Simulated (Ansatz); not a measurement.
# CH₃F₂NSi: small, medium and large basis sets

The task here is to estimate one member of a computed series from the others.

Method: one geometry, several basis sets; program: Ansatz 0.2.0, Gaussian basis.

Plan: PBE0-D4/def2-SVP; ωB97M-V/def2-SVP; PBE0-D4/def2-QZVPP; ωB97M-V/def2-QZVPP; the functionals' def2-TZVPP values are taken from earlier runs.

## The geometry

All runs share one geometry, relaxed beforehand with PBE0-D4 in a triple-zeta def2 set.

SMILES `FC(F)=N[SiH3]`, 8 atoms, charge 0, spin multiplicity 1.

Atoms are counted from 1 here; the program's logs count them from 0.

Bond lengths: F1–C2 1.312 Å, C2–F3 1.323 Å, C2–N4 1.224 Å, N4–Si5 1.734 Å, Si5–H6 1.481 Å, Si5–H7 1.482 Å, Si5–H8 1.486 Å. Angles: F1–C2–F3 107.0°, F1–C2–N4 124.7°, F3–C2–N4 128.3°, C2–N4–Si5 131.4°, N4–Si5–H6 107.1°, N4–Si5–H7 107.1°, N4–Si5–H8 113.0°, H6–Si5–H7 110.0°, H6–Si5–H8 109.7°, H7–Si5–H8 109.7°.

The first run:

in.yaml reads:

```yaml
crystal:
  periodic: [false, false, false]
  atoms:
    - {symbol: F, position_ang: [2.154357, -1.432150, 0.932017]}
    - {symbol: C, position_ang: [0.973364, -0.966144, 0.602232]}
    - {symbol: F, position_ang: [0.076231, -1.822103, 1.064350]}
    - {symbol: N, position_ang: [0.782489, 0.072370, -0.017581]}
    - {symbol: Si, position_ang: [-0.679019, 0.844396, -0.540437]}
    - {symbol: H, position_ang: [-0.704054, 2.192676, 0.073021]}
    - {symbol: H, position_ang: [-0.608442, 0.959196, -2.015800]}
    - {symbol: H, position_ang: [-1.902826, 0.094658, -0.153803]}
basis:
  gaussian: {orbitals: def2-SVP}
hamiltonian: {xc: pbe0, dispersion: d4}
output: {orbitals: {seedname: orbitals}}
```

Command:

```sh
$ ansatz run in.yaml --threads 2 --pin off --events-out ev --progress --plain --max-ram 4352MiB
```

Steps of the session up to this table: PBE0-D4 in def2-SVP; ωB97M-V in def2-SVP; PBE0-D4 in def2-QZVPP; ωB97M-V in def2-QZVPP.

One of the session's tables, all rows but one given; the rest of the session is left out.

It belongs to the step «Density functionals: the series». 

| functional | basis | HOMO (eV) | LUMO (eV) |
| --- | --- | --- | --- |
| PBE0-D4 | def2-SVP | -8.53 | -0.18 |
| PBE0-D4 | def2-TZVPP | -8.65 | -0.31 |
| PBE0-D4 | def2-QZVPP | -8.68 | -0.36 |
| ωB97M-V | def2-SVP | ? | ? |
| ωB97M-V | def2-TZVPP | -10.98 | 1.89 |
| ωB97M-V | def2-QZVPP | -11.00 | 1.39 |

Q: Estimate the row for ωB97M-V, def2-SVP from the others.

The run gave: HOMO (eV): -10.82; LUMO (eV): 2.13. In the column «HOMO (eV)» it lies between ωB97M-V, def2-TZVPP (-10.98) and PBE0-D4, def2-QZVPP (-8.68).
